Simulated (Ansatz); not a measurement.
# HfCl+ (quintet): wave-function methods side by side, def2-SVP

An exercise on one series of results from a longer session: the logs are not shown, and one member is left open.

Program: Ansatz 0.2.0, Gaussian basis. Level of theory: def2-SVP, core rule «outside noble gas», up to 9 orbitals frozen. These are calculated values, not measurements.

The runs, in order: UHF; CCSD(T) on ROHF; CCSD(T) on UHF; CISD; CCSDT(Q) on ROHF; CCSDT(Q) on UHF.

27 further runs of the same task are left out: 12 for a known fault of the program, 7 that didn't finish, 8 set aside as unsound or not needed.

### The system

The geometry is a PBE0/def2-TZVP stationary point (not a proven minimum) of the parent state, kept for this charge and spin. No spin-orbit coupling is included. Elements past krypton take def2 core potentials.

2 atoms, charge 1, spin multiplicity 5.

Atoms are counted from 1 here; the program's logs count them from 0.

Bond lengths: Hf1–Cl2 3.106 Å.

Geometry (Å):

```csv
atom,x (Å),y (Å),z (Å)
Hf1,0.00000,0.00000,0.00000
Cl2,0.00000,0.00000,3.10560
```

The first run:

File in.yaml:

```yaml
crystal:
  periodic: [false, false, false]
  atoms:
    - {symbol: Hf, position_ang: [0.000000, 0.000000, 0.000000]}
    - {symbol: Cl, position_ang: [0.000000, 0.000000, 3.105600]}
basis:
  gaussian: {orbitals: def2-SVP}
total_charge: 1
magnetization: {spin_polarized: true, initial_magnetization: 4}
hamiltonian: {xc: hf}
output: {orbitals: {seedname: orbitals}}
```

Run with:

```
ansatz run in.yaml --threads 1 --pin off --events-out ev --progress --plain --max-ram 2393MiB
```

Among the steps run: UHF; CCSD(T) on ROHF; CCSD(T) on UHF; CISD; CCSDT(Q) on ROHF; CCSDT(Q) on UHF.

One of the session's tables, all rows but one given; the rest of the session is left out.

| method | from RCCSDT(Q) (meV) |
| --- | --- |
| ROHF | +4036.0 |
| UHF | +3827.5 |
| RMP2 | +593.8 |
| UMP2 | +513.7 |
| CISD | +214.8 |
| RCCSD | +63.6 |
| UCCSD | -33.1 |
| RCCSD(T) | +17.6 |
| UCCSD(T) | -76.5 |
| RCCSDT | +4.8 |
| UCCSDT | -86.3 |
| RCCSDT(Q) | 0 |
| UCCSDT(Q) | ? |

**Question.** Estimate the row for UCCSDT(Q).

As computed: from RCCSDT(Q) (meV): -90.6. In the column «from RCCSDT(Q) (meV)» it is the lowest.

Limits of these values: Restricted and unrestricted rows rest on different reference determinants; where their highest levels disagree by more than a few hundredths of an eV, they describe different states and don't form one ladder.
